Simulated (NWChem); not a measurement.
**GeSiH5Cl (SMILES [SiH3][GeH2][Cl]) at 6 levels**

Aim: a comparison of 6 runs (B3LYP/def2-SVP, SVWN5/def2-SVP, B3LYP/6-31G*, M06-2X/def2-SVP, PBE0/def2-SVP, MP2/def2-SVP) of GeSiH5Cl. 

The calculation is run with NWChem 7.3.0.

46 further runs of the same task are left out: 46 set aside as unsound or not needed.

### Step 1. The structure to begin with

GeSiH5Cl has 8 atoms, charge 0, and is taken as a singlet. As SMILES, `[SiH3][GeH2][Cl]`. The Ge2–H7 distance was set to 2.306 Å, away from the relaxed value. At this shape a bond of the SMILES string is far longer than usual.

Bond lengths: Si1–Ge2 2.380 Å, Ge2–Cl3 2.169 Å, Si1–H4 1.487 Å, Si1–H5 1.484 Å, Si1–H6 1.484 Å, Ge2–H8 1.537 Å. Angles: Si1–Ge2–Cl3 106.5°, Si1–Ge2–H8 114.0°, Cl3–Ge2–H8 106.1°, Ge2–Si1–H4 109.5°, Ge2–Si1–H5 108.9°, Ge2–Si1–H6 108.9°, H4–Si1–H5 109.7°, H4–Si1–H6 109.7°, H5–Si1–H6 110.1°. A long bond or contact: Ge2–H7 2.306 Å.

### Step 2. A single-point energy at B3LYP/def2-SVP (run 1)

The input, clgeh5si.nw:

```
start clgeh5si
title "ClGeH5Si"
memory total 2200 mb

geometry units angstroms noautosym nocenter noautoz
  Si    -1.346022     0.953906     0.282326
  Ge     0.255878    -0.755394     0.703226
  Cl     1.480678    -0.057094     2.351026
  H     -2.227322     0.542806    -0.842474
  H     -0.632222     2.205306    -0.074074
  H     -2.160922     1.162206     1.505026
  H      1.703100    -1.135200    -1.051200
  H     -0.357822    -2.087294     1.164026
end

basis spherical bse
  Si library def2-SVP
  Ge library def2-SVP
  Cl library def2-SVP
  H library def2-SVP
end

dft
  xc b3lyp
  grid fine
  convergence energy 1e-08
  maxiter 100
  mulliken
  print low
end

task dft energy
```

Started as:

```
$ nwchem clgeh5si.nw > clgeh5si.out
```

Output:

```text
[...]
 d= 0,ls=0.0,diis     1  -2829.1942804702 -3.16D+03  1.31D-02  3.71D-01     3.2
[...]
 d= 0,ls=0.0,diis    10  -2829.2502778613 -2.13D-09  3.35D-07  7.35D-10    24.2
         Total DFT energy =    -2829.250277861318
      One electron energy =    -4598.526626914409
           Coulomb energy =     1565.574932845287
    Exchange-Corr. energy =     -130.055004906238
 Nuclear repulsion energy =      333.756421114040
[...]
      Total Density - Mulliken Population Analysis
     ---------------------------------------------
    Atom       Charge   Shell Charges
 -----------   ------   -------------------------------------------------------
    1 Si  14    13.73   2.00  1.98  1.08  0.20  5.93  1.33  1.09  0.13
    2 Ge  32    31.68   2.00  2.00  1.99  1.28  0.14  6.00  5.97  1.26  0.88  8.09  1.82  0.24
    3 Cl  17    17.25   2.00  1.98  1.27  0.70  5.93  2.15  3.20  0.02
    4 H    1     1.07   0.74  0.32  0.01
    5 H    1     1.06   0.74  0.31  0.01
    6 H    1     1.06   0.74  0.31  0.01
    7 H    1     1.11   0.55  0.55  0.00
    8 H    1     1.05   0.71  0.33  0.01
[...]
```

Run time: 25 s. Hardware: 1 thread of Intel Xeon Platinum 8259CL at 2.50GHz (Skylake/Cascade Lake), shared host; peak memory 0.12 GiB.

### Step 3. The energy at SVWN5/def2-SVP (run 2)

The input, clgeh5si.xyz:

```xyz
8
ClGeH5Si energy
Si    -1.346022     0.953906     0.282326
Ge     0.255878    -0.755394     0.703226
Cl     1.480678    -0.057094     2.351026
H     -2.227322     0.542806    -0.842474
H     -0.632222     2.205306    -0.074074
H     -2.160922     1.162206     1.505026
H      1.703100    -1.135200    -1.051200
H     -0.357822    -2.087294     1.164026
```

The input, run.py:

```python
from ase.io import read
from ase.calculators.nwchem import NWChem

system = read('clgeh5si.xyz')

calc = NWChem(
    label='clgeh5si',
    theory='dft',
    memory='2200 mb',
    basis='def2-SVP',
    basispar='spherical bse',
    dft={'xc': 'slater vwn_5', 'mult': '1', 'grid': 'fine', 'convergence': 'energy 1e-08', 'iterations': '100', 'mulliken': None, 'print': 'low'},
    task='energy',
)
system.calc = calc

e = system.get_potential_energy()
print(f"E = {e:.6f} eV")
```

Started as:

```
$ export ASE_NWCHEM_COMMAND="nwchem PREFIX.nwi > PREFIX.nwo"
$ python run.py
```

Output:

```text
E = -76826.620614 eV
```

The calculator wrote clgeh5si.nwi:

```
title "clgeh5si"

permanent_dir clgeh5si

scratch_dir clgeh5si

start clgeh5si

geometry units angstrom nocenter noautosym noautoz
  Si -1.3460220000000001e+00 9.5390600000000003e-01 2.8232600000000002e-01
  Ge 2.5587799999999999e-01 -7.5539400000000001e-01 7.0322600000000002e-01
  Cl 1.4806779999999999e+00 -5.7093999999999999e-02 2.3510260000000001e+00
  H  -2.2273220000000000e+00 5.4280600000000001e-01 -8.4247399999999995e-01
  H  -6.3222199999999995e-01 2.2053060000000002e+00 -7.4074000000000001e-02
  H  -2.1609219999999998e+00 1.1622060000000001e+00 1.5050260000000000e+00
  H  1.7031000000000001e+00 -1.1352000000000000e+00 -1.0511999999999999e+00
  H  -3.5782199999999997e-01 -2.0872940000000000e+00 1.1640260000000000e+00
end

memory 2200 mb

basis spherical bse noprint
   * library def2-SVP
end

dft
  xc slater vwn_5
  mult 1
  grid fine
  convergence energy 1e-08
  iterations 100
  mulliken
  print low
end

task dft energy
```

clgeh5si.nwo:

```text
Northwest Computational Chemistry Package (NWChem) 7.3.0
             --------------------------------------------------------

           Job information
           ---------------

    nwchem branch   = 7.3.0
    use scalapack   = T
    input           = clgeh5si.nwi
    prefix          = clgeh5si.
    data base       = clgeh5si/clgeh5si.db
    status          = startup
    nproc           =        1

           Memory information
           ------------------

[... 5 lines left out ...]
    hardfail = no
[... 39 lines left out ...]
            Nuclear Dipole moment (a.u.)
[... 89 lines left out ...]
         Total DFT energy =    -2823.326255618480
[... 1 line left out ...]
           Coulomb energy =     1565.175224256296
[... 1 line left out ...]
 Nuclear repulsion energy =      333.756421114040
[... 17 lines left out ...]
     -------------------------------------------
      Total Density - Lowdin Population Analysis
     -------------------------------------------

    Atom       Charge   Shell Charges
 -----------   ------   -------------------------------------------------------
    1 Si  14    13.78   2.00  1.93  0.71  0.37  5.81  1.36  1.42  0.17
    2 Ge  32    32.02   2.00  2.00  1.94  0.90  0.43  5.99  5.81  1.33  1.29  7.77  2.06  0.49
    3 Cl  17    17.00   2.00  1.96  1.06  0.79  5.81  2.25  3.11  0.02
[... 4 lines of this table left out ...]
    8 H    1     1.02   0.58  0.41  0.03

 Task  times  cpu:       19.6s     wall:       19.6s
 Total times  cpu:       19.6s     wall:       19.6s
```

Wall time 21 s (1 thread of Intel Xeon Platinum 8259CL at 2.50GHz (Skylake/Cascade Lake), shared host); peak memory 0.12 GiB.

Runs 3 to 5 aren't shown in full; the table further down has their settings and results.

### Step 4. A single-point energy at MP2/def2-SVP (run 6)

The input, clgeh5si.nw:

```
start clgeh5si
memory 2200 mb

geometry units angstrom noautosym nocenter noautoz
 Si      -1.346022       0.953906       0.282326
 Ge       0.255878      -0.755394       0.703226
 Cl       1.480678      -0.057094       2.351026
 H       -2.227322       0.542806      -0.842474
 H       -0.632222       2.205306      -0.074074
 H       -2.160922       1.162206       1.505026
 H        1.703100      -1.135200      -1.051200
 H       -0.357822      -2.087294       1.164026
end

basis "ao basis" spherical bse
 * library def2-SVP
end

scf
 thresh 1e-08
 maxiter 80
end

mp2
 freeze core 19
 tight
end

task mp2
```

Started as:

```
$ nwchem clgeh5si.nw > clgeh5si.out
```

Output:

```text
[...]
  functions       =    93
[...]
  wavefunction    = RHF
[...]
         Total SCF energy =  -2826.166082693625
      One-electron energy =  -4598.574430134583
      Two-electron energy =   1438.651926326918
 Nuclear repulsion energy =    333.756421114040
        Time for solution =     20.9s
[...]
          Total MP2 energy         -2826.636490585671
[...]
```

Run time: 26 s. Hardware: 1 thread of Intel Xeon Platinum 8259CL at 2.50GHz (Skylake/Cascade Lake), shared host; peak memory 0.24 GiB.

### Step 5. The series

```csv
run,level,integration grid,iteration cap,energy (Eh),wall time
1,B3LYP/def2-SVP,fine,100,-2829.250278,25 s
2,SVWN5/def2-SVP,fine,100,-2823.326256,21 s
3,B3LYP/6-31G* (spherical functions),xfine,100,-2829.424420,45 s
4,M06-2X/def2-SVP,fine,100,-2829.123855,26 s
5,PBE0/def2-SVP,fine,100,-2828.624642,25 s
6,MP2/def2-SVP,–,80,-2826.636491,26 s
```

### Step 6. What came out

```
                                           quantity           value
                                run 6: total energy  -2826.63649 Eh
         run 6: HOMO energy (Hartree–Fock orbitals)       -10.02 eV
         run 6: LUMO energy (Hartree–Fock orbitals)         1.14 eV
       run 6: HOMO–LUMO gap (Hartree–Fock orbitals)        11.15 eV
run 6: correlation energy (19 core orbitals frozen)      -470.4 mEh
```

What this shows: Over runs 3, 4, 5 the dipole moment (its size) runs from 2.25 D (PBE0/def2-SVP) to 2.55 D (B3LYP/6-31G*). The two ends differ in method and basis. Over runs 3, 4, 5 the HOMO–LUMO gap runs from 5.13 eV (B3LYP/6-31G*) to 7.36 eV (M06-2X/def2-SVP). Totals of different functionals can't be ranked against each other. All runs together took 2.8 min, the longest 45 s.
